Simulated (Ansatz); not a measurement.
**GaH4+ (triplet): from Hartree-Fock to the top rungs at distance Ga1–H4 = 1.305 Å, cc-pVDZ**

How much of the correlation energy of GaH4+ (triplet) does each wave-function method recover here?

Computed with Ansatz 0.2.0, Gaussian basis. Level: cc-pVDZ, core rule «outside noble gas», up to 14 orbitals frozen.

Plan: UHF; CCSD(T) on ROHF; CCSD(T) on UHF; BCCD(T) on ROHF; CISD as a restricted active space (open shells left free, so some higher excitations enter); CCSDT(Q) on ROHF; CCSDT(Q) on UHF; CASSCF and MRCISD+Q, 4 electrons in 4 orbitals; CASSCF and NEVPT2, 4 electrons in 4 orbitals; CASSCF and MRCISD+Q, 6 electrons in 8 orbitals; CASSCF and NEVPT2, 6 electrons in 8 orbitals; Full CI.

29 further runs of the same task are left out: 10 for a known fault of the program, 12 that didn't finish, 7 set aside as unsound or not needed. Runs told in other sessions of the task aren't counted.

### Step 1. The geometry

The geometry derives from a PBE0/def2-TZVP stationary point (not a proven minimum). One bond is set to the value named and the two fragments are kept rigid. No spin-orbit coupling is included. The filled d shell of Ga may be among the frozen orbitals whatever the setting's name suggests.

5 atoms, charge 1, spin multiplicity 3.

Atoms are counted from 1 here; the program's logs count them from 0.

Bond lengths: Ga1–H2 1.643 Å, Ga1–H3 1.643 Å, Ga1–H4 1.305 Å, Ga1–H5 1.643 Å. Angles: H2–Ga1–H3 69.0°, H2–Ga1–H4 132.8°, H2–Ga1–H5 132.8°, H3–Ga1–H4 132.8°, H3–Ga1–H5 132.8°, H4–Ga1–H5 69.0°.

Coordinates:

```
Ga   -0.00184    0.00184   -0.00382
H     0.65067    0.66594    1.35005
H    -0.66435   -0.65226    1.35006
H    -0.52133    0.52007   -1.08298
H     0.66226   -0.66067   -1.35283
```

### Step 2. UHF

Contents of in.yaml:

```yaml
crystal:
  periodic: [false, false, false]
  atoms:
    - {symbol: Ga, position_ang: [-0.001839, 0.001835, -0.003821]}
    - {symbol: H, position_ang: [0.650665, 0.665940, 1.350048]}
    - {symbol: H, position_ang: [-0.664354, -0.652259, 1.350060]}
    - {symbol: H, position_ang: [-0.521335, 0.520068, -1.082979]}
    - {symbol: H, position_ang: [0.662257, -0.660671, -1.352828]}
basis:
  gaussian: {orbitals: cc-pVDZ}
total_charge: 1
magnetization: {spin_polarized: true, initial_magnetization: 2}
hamiltonian: {xc: hf}
output: {orbitals: {seedname: orbitals}}
```

Run with:

```console
$ ansatz run in.yaml --threads 1 --pin off --events-out ev --progress --plain --max-ram 2393MiB
```

The runs that follow: CCSD(T) on ROHF; CCSD(T) on UHF; BCCD(T) on ROHF; CISD as a restricted active space (open shells left free, so some higher excitations enter); CCSDT(Q) on ROHF; CCSDT(Q) on UHF; CASSCF and MRCISD+Q, 4 electrons in 4 orbitals; CASSCF and NEVPT2, 4 electrons in 4 orbitals; CASSCF and MRCISD+Q, 6 electrons in 8 orbitals; CASSCF and NEVPT2, 6 electrons in 8 orbitals; Full CI.

Q: Predict the results of all the runs planned. Wanted: FCI from the RHF energy; RMP2 from FCI; UMP2 from FCI; RCCSD from FCI; RCCSD(T) from FCI; UCCSD(T) from FCI; RCCSDT(Q) from FCI; UCCSDT(Q) from FCI; NEVPT2 pair from FCI.

The runs gave:

| quantity | value |
| --- | --- |
| FCI from the ROHF energy | -2.7589 eV |
| RMP2 from FCI | +16.47 kcal/mol |
| UMP2 from FCI | +16.72 kcal/mol |
| RCCSD from FCI | +1.49 kcal/mol |
| RCCSD(T) from FCI | +0.42 kcal/mol |
| UCCSD(T) from FCI | +0.28 kcal/mol |
| RCCSDT(Q) from FCI | +0.01 kcal/mol |
| UCCSDT(Q) from FCI | -0.14 kcal/mol |
| NEVPT2 pair from FCI | +14.77 kcal/mol |
| MRCISD+Q pair from FCI | -0.16 kcal/mol |
| NEVPT2 valence from FCI | +8.16 kcal/mol |
| levels within 1 kcal/mol (43 meV) | RCCSD(T), UCCSD(T), BCCD(T), RCCSDT, UCCSDT, RCCSDT(Q), UCCSDT(Q), MRCISD+Q pair, MRCISD valence, MRCISD+Q valence |
| T1 diagnostic | 0.034 |
| effectively unpaired electrons | 2.03 |

What this shows: RCCSD(T) lands +0.42 kcal/mol from the yardstick (0.7 % of the correlation energy). UCCSDT, UCCSDT(Q), MRCISD+Q pair, MRCISD+Q valence fall below full CI: unrestricted runs freeze a spin-polarised core, another one than full CI's, and coupled cluster isn't variational. One determinant dominates. Of the multireference levels listed MRCISD+Q valence comes nearest in total energy (-0.07 kcal/mol), which doesn't show that its space is the better one. These misses are within one basis, not against nature; the frozen cores of restricted and unrestricted runs differ, which can shift their rows.

Levels on UHF freeze UHF's core orbitals, full CI those of ROHF, so the U rows can settle a little off it for that reason alone.
